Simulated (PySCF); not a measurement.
# C₆H₇FO₂S: vibronic structure

Wanted: vibronic structure for C₆H₇FO₂S (`CSC1=C(F)CCOC1=O`).

Programs: PySCF 2.14.0, with routines of our own; each step states its level. All values are computed. Atoms count from 0.

## Step 1: The system as given

17 atoms, charge 0, multiplicity 1; geometry from: GFN2-xTB.

## Step 2: Vibronic structure: TDA B3LYP/def2-SV(P)

What the job is given:

```
{"job": {"kind": "vib", "xc": "B3LYP", "basis": "def2-SV(P)", "tda": true}, "charge": 0, "multiplicity": 1}
C      3.045542    -0.002297    -0.052005
S      1.966128    -0.917271     1.089376
C      0.363045    -0.298968     0.700512
C     -0.739827    -1.033854     0.911532
F     -0.679714    -2.281675     1.403622
C     -2.111230    -0.519952     0.613793
C     -1.963055     0.465366    -0.538278
O     -0.994167     1.460063    -0.250373
C      0.177653     1.125456     0.316395
O      0.991254     1.983094     0.527916
H      4.039856    -0.404780     0.113982
H      2.731907    -0.190277    -1.074120
H      3.019151     1.056323     0.178178
H     -2.537508    -0.028793     1.494725
H     -2.764210    -1.347153     0.334164
H     -1.664824    -0.067252    -1.451374
H     -2.886999     1.014001    -0.730106
```

Method: TDA B3LYP/def2-SV(P) vertical-gradient vibronic structure (displaced harmonic oscillators, Condon), gas phase.

Launch:

```console
> OMP_NUM_THREADS=1 python excited_run.py task.json out
```

This one command runs all jobs of the session in turn.

Standard output:

```text
final grid: 70360 points
cycle   1  E = -880.6013428410  dE =  1.735e+00  |g| = 1.075e+00  |ddm| = 4.713e+00
cycle   2  E = -879.6399092162  dE =  9.614e-01  |g| = 2.373e+00  |ddm| = 3.843e+00
cycle   3  E = -880.7899027559  dE = -1.150e+00  |g| = 4.274e-01  |ddm| = 3.131e+00
cycle   4  E = -880.8242479701  dE = -3.435e-02  |g| = 1.648e-01  |ddm| = 6.020e-01
cycle   5  E = -880.8285961424  dE = -4.348e-03  |g| = 5.489e-02  |ddm| = 1.704e-01
cycle   6  E = -880.8292864858  dE = -6.903e-04  |g| = 1.246e-02  |ddm| = 7.169e-02
cycle   7  E = -880.8293189503  dE = -3.246e-05  |g| = 4.264e-03  |ddm| = 1.814e-02
cycle   8  E = -880.8293226503  dE = -3.700e-06  |g| = 1.717e-03  |ddm| = 5.702e-03
cycle   9  E = -880.8293233693  dE = -7.191e-07  |g| = 5.098e-04  |ddm| = 2.713e-03
cycle  10  E = -880.8293234304  dE = -6.105e-08  |g| = 1.626e-04  |ddm| = 8.569e-04
cycle  11  E = -880.8293234368  dE = -6.455e-09  |g| = 3.808e-05  |ddm| = 2.511e-04
cycle  12  E = -880.8293234372  dE = -3.388e-10  |g| = 1.371e-05  |ddm| = 6.623e-05
converged SCF energy = -880.8293234372

Singlet excitations (eV, f): 4.162 (0.0807)  4.930 (0.0025)  5.884 (0.0184)  6.095 (0.0208)  6.375 (0.0276)  6.538 (0.0601)

State S1  4.1623 eV  f = 0.08066  H->L 0.91
  relaxed dipole 4.593 D, largest gradient of the excitation energy 0.0668 Eh/bohr
  mode    cm-1        S   lambda/meV  Raman
    1     53.0   69.9214     459.7   0.205
   27   1159.2    0.7146     102.7   1.000
    2     77.7    7.2745      70.1   0.046
   38   1753.5    0.2194      47.7   0.703
   15    658.3    0.5235      42.7   0.236
   19    934.1    0.3568      41.3   0.324
    6    214.8    1.2721      33.9   0.061
    8    283.3    0.7121      25.0   0.060
   37   1633.2    0.1100      22.3   0.306
   29   1226.2    0.1409      21.4   0.221
    4    126.7    1.3456      21.1   0.022
   23   1031.6    0.1158      14.8   0.128
  reorganisation energy 1.0106 eV, total S 84.297, 0-0 3.1518 eV

State S5  6.3750 eV  f = 0.02758  H-3->L 0.48, H->L+2 0.15, H->L+3 0.14
  relaxed dipole 2.433 D, largest gradient of the excitation energy 0.0592 Eh/bohr
  mode    cm-1        S   lambda/meV  Raman
   27   1159.2    1.1510     165.4   1.000
    9    312.5    1.3785      53.4   0.087
   14    575.6    0.5665      40.4   0.121
    8    283.3    1.0315      36.2   0.054
   31   1313.5    0.2203      35.9   0.246
   12    478.2    0.4508      26.7   0.067
   23   1031.6    0.1895      24.2   0.130
   13    537.7    0.3316      22.1   0.062
   19    934.1    0.1828      21.2   0.103
   22    992.9    0.1540      19.0   0.098
   10    414.6    0.3334      17.1   0.037
   11    437.8    0.2770      15.0   0.034
  reorganisation energy 0.5873 eV, total S 9.625, 0-0 5.7877 eV
  absorption maximum 6.320 eV, width 0.606 eV

State S6  6.5379 eV  f = 0.06011  H-4->L 0.29, H-3->L 0.27, H-2->L 0.19
  relaxed dipole 2.381 D, largest gradient of the excitation energy 0.0863 Eh/bohr
  mode    cm-1        S   lambda/meV  Raman
   27   1159.2    1.4821     213.0   1.000
    2     77.7   12.3635     119.1   0.037
    6    214.8    2.7847      74.2   0.065
    4    126.7    3.0730      48.3   0.025
   13    537.7    0.6478      43.2   0.094
   37   1633.2    0.2078      42.1   0.278
   31   1313.5    0.2528      41.2   0.219
    1     53.0    6.1272      40.3   0.009
   22    992.9    0.2644      32.5   0.131
   29   1226.2    0.2001      30.4   0.151
    3    120.4    1.8356      27.4   0.013
   12    478.2    0.3681      21.8   0.042
  reorganisation energy 0.8166 eV, total S 30.437, 0-0 5.7213 eV

State T1  3.0132 eV  f = 0.00000  H->L 0.92
  relaxed dipole 3.293 D, largest gradient of the excitation energy 0.0924 Eh/bohr
  mode    cm-1        S   lambda/meV  Raman
   37   1633.2    1.4057     284.6   1.000
    1     53.0   18.4982     121.6   0.014
    2     77.7    6.9925      67.4   0.011
   27   1159.2    0.4196      60.3   0.150
    6    214.8    1.2141      32.3   0.015
    8    283.3    0.8492      29.8   0.018
   15    658.3    0.2456      20.0   0.028
    9    312.5    0.4527      17.5   0.012
   21    956.1    0.1450      17.2   0.035
   10    414.6    0.2895      14.9   0.013
    5    175.8    0.5405      11.8   0.004
   13    537.7    0.1694      11.3   0.013
  reorganisation energy 0.7557 eV, total S 31.815, 0-0 2.2574 eV
```

Run time: 45 s. Hardware: 1 thread of Intel Xeon 6975P-C, shared host; peak memory 0.89 GiB.

Orbitals, density, ELF and potential are computed afterwards from the orbital file.

Frontier orbitals at B3LYP/def2-SV(P), with the share of their density that lies nearest to each atom:

```tsv
orbital	energy (eV)	lies on
HOMO	-6.03	S1 62 %; C3 14 %; C2 7 %
LUMO	-1.40	C3 30 %; C8 18 %; C2 15 %
```

ELF in a plane through or near 7 of the atoms.

Ten even steps from ' ' (0.00) to '@' (1.00):
```
                                                        
                                                        
                                                        
                                                        
                      ::..  ..++==..                    
                    --==--  --%%##--  ..==              
            ::--    ++++++..++**%%++..##@@**            
          --@@@@##  ==**##::%%--****==%%@@++            
          --@@@@@@::..--++..++****======::              
        ..::**@@%%==  ..##@@**  ..**##--..              
      --%%%%##==****==**==..==::====::**==              
      --%%@@**==##::..%%##--@@..##%%::**++..            
        ++==..::++==##==**++##::==##==++==..            
              --##**==##::  --##++..  ..::              
              --##%%%%**  ::%%**%%**                    
              ..==****--  --##%%%%**                    
                  ....    ..--==--::                    
                                                        
                                                        
                                                        
```
The map spans 13.2 Å across and 10.3 Å up, centred on the molecule. Atoms in the plane (x, y in Å): S1 (-1.9, -1.3), C2 (-0.3, -0.5), C3 (0.8, -1.2), C5 (2.1, -0.5), O7 (0.9, 1.6), C8 (-0.2, 0.9), H12 (-3.1, 0.8).

On the surface of density 0.002 e/bohr³ the electrostatic potential runs, from the 1st to the 99th percentile, from -1.71 V near O9 to 1.35 V near H14.

## Step 3: Vibronic structure: B3LPY/6-31G

Settings changed since step 2:

```diff
@@ -1,2 +1,2 @@
-{"job": {"kind": "vib", "xc": "B3LYP", "basis": "def2-SV(P)", "tda": true}, "charge": 0, "multiplicity": 1}
+{"job": {"kind": "vib", "xc": "B3LPY", "basis": "6-31G", "tda": true, "scf": {"max_cycle": 51}, "maxiter": 30}, "charge": 0, "multiplicity": 1}
 C      3.045542    -0.002297    -0.052005
```

Method: B3LPY/6-31G.

Standard output:

```text
KeyError: "LibXCFunctional: name 'B3LPY' not found."
```

It took 0.1 s on 1 thread of Intel Xeon 6975P-C, shared host.

**What went wrong.** No functional is called B3LPY: the name is misspelt. Cure: type the name correctly.

## Step 4: Summary of results

```
                                                                                      quantity                               value
S1: vertical, reorganisation, 0-0, total S (step 2, TDA B3LYP/def2-SV(P), modes from GFN2-xTB)           4.16, 1.01, 3.15 eV; 84.3
S5: vertical, reorganisation, 0-0, total S (step 2, TDA B3LYP/def2-SV(P), modes from GFN2-xTB)            6.38, 0.59, 5.79 eV; 9.6
S6: vertical, reorganisation, 0-0, total S (step 2, TDA B3LYP/def2-SV(P), modes from GFN2-xTB)           6.54, 0.82, 5.72 eV; 30.4
                                                         surface potential, 1st and 99th percentile                  -1.71 V and 1.35 V
                                                                                          runs  1 failed, 0 ended on unsound input
```

In step 2 the harmonic model is doubtful. Where the total S runs above about 15, the geometry moves far on excitation and the harmonic model is stretched, so its 0-0 value is in doubt. The vibronic model keeps the ground-state modes (from xTB) and shifts them along the gradient alone, so it can miss much of the relaxation that a full optimisation finds. By nearest atom (B3LYP/def2-SV(P)), the HOMO sits on S1 62 %; C3 14 % and the LUMO on C3 30 %; C8 18 %.
